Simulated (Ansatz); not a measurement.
## CH₃BClF, SMILES CB(F)Cl: an atomisation energy, step by step

Program: the Ansatz DFT code, driven from Python.

The cells in order, each with its output:

```python
from collections import Counter

import ansatz as az


def energy_of(molecule, charge=0, unpaired=0):
    calc = (
        molecule.calculation()
        .basis(gaussian="cc-pVDZ")
        .functional("CAM-B3LYP")
    )
    if charge:
        calc = calc.charge(charge)
    if unpaired:
        calc = calc.spin("collinear", total=unpaired)
    report = calc.run(threads=1).report
    if report["published_state_doubts"]:
        print("  doubts:", report["published_state_doubts"])
    return report["free_energy_ev"]
```

```python
geometry_ang = [
    ("C", (-0.0493, 0.6945, -0.0934)),
    ("B", (0.159, -0.8039, 0.1726)),
    ("F", (1.146, -1.1978, 1.1058)),
    ("Cl", (-0.7514, -2.0764, -0.7082)),
    ("H", (-0.9056, 0.8516, -0.872)),
    ("H", (-0.3956, 1.2556, 0.8378)),
    ("H", (0.858, 1.2085, -0.4883)),
]
ch3bclf = az.Crystal.molecule()
for symbol, xyz in geometry_ang:
    ch3bclf = ch3bclf.atom(symbol, xyz)
```

```python
# Hund ground states
unpaired = {"C": 2, "B": 1, "F": 1, "Cl": 1, "H": 1}
counts = Counter(site.symbol for site in ch3bclf.cartesian_sites)
atom_energy = {s: energy_of(az.Crystal.molecule().atom(s, (0, 0, 0)), 0, unpaired[s]) for s in counts}
whole = energy_of(ch3bclf, 0, 0)
for s, e in atom_energy.items():
    print(f"{s:2s} x{counts[s]}  {e:14.5f} eV")
print(f"CH3BClF: {whole:.5f} eV")
split = sum(counts[s] * e for s, e in atom_energy.items()) - whole
print(f"atomisation energy (no zero-point term): {96.485332 * split:.1f} kJ/mol, {split / sum(counts.values()):.3f} eV an atom")
```

    C  x1     -1029.38945 eV
    B  x1      -670.42201 eV
    F  x1     -2713.04305 eV
    Cl x1    -12521.51903 eV
    H  x3       -13.54839 eV
    CH3BClF: -17003.41268 eV
    atomisation energy (no zero-point term): 2739.6 kJ/mol, 4.056 eV an atom

2739.6 kJ/mol from the electronic energies, without the zero-point term.

Notes:
- Total energies depend on the basis set; only differences at equal settings carry meaning.
- The geometry is a force-field or estimated start, not a minimum of this method, and the basis set is short of its limit. All parts are taken at fixed geometry, without zero-point energy.
- For Al to Cl the sets with a tight d function, cc-pV(X+d)Z, are usual.
- Timing: 3.6 s on 1 thread of Arm Neoverse V1, on a shared host, peak memory 0.2 GiB.

(Lines on the test bed's own set-up are left out of the output.)
